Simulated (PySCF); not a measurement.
# Accurate constants of RuF, step by step

What constants does extrapolated CCSD(T) give for RuF, and what does each step add?

Method: CCSD(T) on ROHF, scalar-relativistic core potentials; program: PySCF 2.14.0.

### Step 1. Set-up

```yaml
molecule: RuF
state: quartet, unpaired electrons σ ↑, π ↑, δ ↑
smaller_basis: Ru aug-cc-pVDZ-PP with ECP28, F aug-cc-pVDZ
larger_basis: Ru aug-cc-pVTZ-PP with ECP28, F aug-cc-pVTZ
frozen_core_orbitals: 5
extrapolation: correlation as n⁻³ (n = 2, 3), Hartree–Fock as (n+1)·exp(−9√n)
corrections: none
distances_Å: 1.6846, 1.7611, 1.8377, 1.9143, 1.9908, 2.0866, 2.1823
masses_u: 101.9043, 18.9984
dissociation_limit: Ru + F
```

On the command line:

```
$ OMP_NUM_THREADS=4 python comp.py task.json out
```

### Step 2. The runs

**Question.** What will these runs give? Wanted: for each run, Re; ωe; ωexe; αe; De.

As calculated:

```tsv
level	Re (Å)	ωe (cm⁻¹)	ωexe (cm⁻¹)	αe (cm⁻¹)	De (eV)
CCSD(T)/aug-cc-pVDZ(-PP)	1.9616	520.6	2.27	0.00184	3.903
CCSD(T)/aug-cc-pVTZ(-PP)	1.9360	529.3	2.33	0.00198	4.062
HF/CBS	1.9994	493.2	2.49	0.00171	2.229
MP2/CBS	1.9267	522.5	1.69	0.00197	4.355
CCSD/CBS	1.9387	529.6	2.33	0.00194	3.924
CCSD(T)/CBS	1.9309	533.2	2.37	0.00201	4.133
```

What this shows: The last step gives Re = 1.9309 Å, ωe = 533.2 cm⁻¹ and De = 4.133 eV; the smaller basis alone is off from it by +30.7 mÅ and -0.23 eV. Near the minimum the mean field binds by 2.17 eV and correlation adds 1.96 eV of binding. T1 is 0.037. Spin–orbit coupling and excitations beyond (T) are left out.
